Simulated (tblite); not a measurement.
# C10H14: the cost of one run

Programs: PySCF 2.14.0 with density-fitted response routines of our own, and tblite 0.8.0. All values are computed, except where a source is named. Atoms count from 0 throughout.

## 1. The molecule as given

24 atoms, charge 0, multiplicity 1; geometry from: MMFF94s geometry.

Bonds of the start (Å): C0–C1 1.33, C0–H10 1.08, C0–H11 1.09, C1–C2 1.51, C1–H12 1.07, C2–C3 1.54, C2–H13 1.09, C2–H14 1.08, C3–C4 1.51, C3–H15 1.12, C3–H16 1.09, C4–C5 1.36, C4–C6 1.47, C5–H17 1.08, C5–H18 1.08, C6–C7 1.58, C6–C8 1.41, C6–H19 1.09, C7–C8 1.41, C7–H20 1.08, C7–H21 1.08, C8–C9 1.32, C9–H22 1.09, C9–H23 1.09.

## 2. GFN2-xTB relaxation, conformer 1

The job: settings as JSON, then the geometry in Å.

```
{"job": {"xc": "GFN2-xTB", "basis": "xTB", "kind": "relax"}, "charge": 0, "multiplicity": 1}
C      2.380000     1.879500    -0.014000
C      2.505100     0.571000    -0.227300
C      1.964900    -0.497500     0.697600
C      1.025400    -1.478200    -0.028900
C     -0.303000    -0.903200    -0.475000
C     -0.495100    -0.652000    -1.794400
C     -1.331800    -0.749400     0.561100
C     -1.327000     0.592600     1.402300
C     -2.334100     0.233000     0.482900
C     -3.482900     0.594500    -0.062700
H      2.793000     2.598100    -0.710000
H      1.827300     2.270300     0.844600
H      3.058000     0.226400    -1.080000
H      1.450800    -0.047200     1.552800
H      2.803200    -1.046500     1.102900
H      0.814200    -2.319600     0.673900
H      1.561700    -1.930400    -0.866000
H     -1.436100    -0.278000    -2.167200
H      0.297000    -0.805000    -2.515500
H     -1.606400    -1.664400     1.084400
H     -1.580400     0.534900     2.453500
H     -0.675000     1.394500     1.104400
H     -3.945000     1.543400     0.206600
H     -3.975800    -0.046900    -0.796200
```

Command:

```
> OMP_NUM_THREADS=1 python ens_run.py task.json out
```

The driver reads the study from task.json and runs its stages one after another.

**Question.** How long does this first job take on 1 thread of AMD EPYC, shared host?

About 3.4 s.
